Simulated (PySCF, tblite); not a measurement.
**CH₁₀N₂OSi₃: geometry, infrared bands and NMR shifts**

Wanted: the infrared bands and NMR shifts of CH₁₀N₂OSi₃ (`NC(=O)[SiH2]N([SiH3])[SiH3]`), by calculation.

Programs: tblite 0.8.0 and PySCF 2.14.0, with density-fitted response routines of our own. Each step states its level of theory. These are calculated values for one molecule in the gas phase, unless marked as measured. Atoms count from 0, in the outputs and in this text.

### Step 1. The starting structure

17 atoms, charge 0, multiplicity 1; geometry from: force field or distance geometry start.

Bonds of the start (Å): N0–C1 1.42, C1–O2 1.24, C1–Si3 1.81, Si3–N4 1.81, N4–Si5 1.80, N4–Si6 1.80, N0–H7 1.06, N0–H8 1.05, Si3–H9 1.47, Si3–H10 1.50, Si5–H11 1.49, Si5–H12 1.49, Si5–H13 1.48, Si6–H14 1.46, Si6–H15 1.46, Si6–H16 1.45.

### Step 2. Geometry optimisation with GFN2-xTB

What the job is given:

```
{"job": {"kind": "relax", "xc": "GFN2-xTB", "basis": "xTB"}, "charge": 0, "multiplicity": 1}
N      3.047600     0.488800     0.444700
C      2.110500     0.346900    -0.617000
O      2.335200     0.912000    -1.702200
Si     0.631500    -0.665800    -0.380900
N     -0.668200     0.176700     0.556000
Si    -1.554800     1.337700    -0.504000
Si    -1.841700    -1.127300     0.969000
H      2.903000     0.115100     1.420800
H      3.940600     1.016200     0.258300
H     -0.005900    -1.086100    -1.637200
H      0.911100    -1.886100     0.440300
H     -1.377400     2.738400    -0.038800
H     -3.002200     0.992100    -0.429800
H     -1.108600     1.198300    -1.905800
H     -1.128400    -2.402900     0.881700
H     -2.365900    -1.002800     2.327500
H     -2.833500    -1.139100    -0.092500
```

On the command line:

```
$ OMP_NUM_THREADS=1 python probes_run.py task.json out
```

This one command runs all jobs of the session in turn.

**Question.** This job is followed by: GFN2-xTB harmonic vibrations, gas phase; GIAO PBE0/pcSseg-1 NMR shielding, non-relativistic, gas phase. Predict these results of the whole session: strongest single infrared mode (GFN2-xTB); zero-point energy (GFN2-xTB); ¹³C shifts against TMS (PBE0/pcSseg-1); ¹H shifts against TMS (PBE0/pcSseg-1, means over atoms taken as alike); ¹⁵N shifts against NH3 (PBE0/pcSseg-1); ¹⁷O shifts against H2O (PBE0/pcSseg-1); ²⁹Si shifts against TMS (PBE0/pcSseg-1, means over atoms taken as alike).

The runs gave:

```
                                                                quantity                  value
                               strongest single infrared mode (GFN2-xTB)  2234 cm⁻¹, 541 km/mol
                                            zero-point energy (GFN2-xTB)          66.5 kcal/mol
                                  ¹³C shifts against TMS (PBE0/pcSseg-1)              187.4 ppm
  ¹H shifts against TMS (PBE0/pcSseg-1, means over atoms taken as alike)   5.36, 4.96, 4.87 ppm
                                  ¹⁵N shifts against NH3 (PBE0/pcSseg-1)       130.9, -24.2 ppm
                                  ¹⁷O shifts against H2O (PBE0/pcSseg-1)              480.2 ppm
²⁹Si shifts against TMS (PBE0/pcSseg-1, means over atoms taken as alike)       -56.1, -57.8 ppm
```

In words: Relaxing lowered the energy by 1.444 eV in 165 steps; the close pair that moved most is Si3–N4, from 1.810 to 1.709 Å. No mode is imaginary among the 45: a minimum at this level. The strongest single mode, at 2234 cm⁻¹, moves mainly H14. GFN2-xTB is a fitted tight-binding method: band positions and strengths are rough. Its intensities can rank the bands wrongly. At PBE0/pcSseg-1: The widest tensor belongs to O2: span 811 ppm, with a paramagnetic part of -549 ppm.
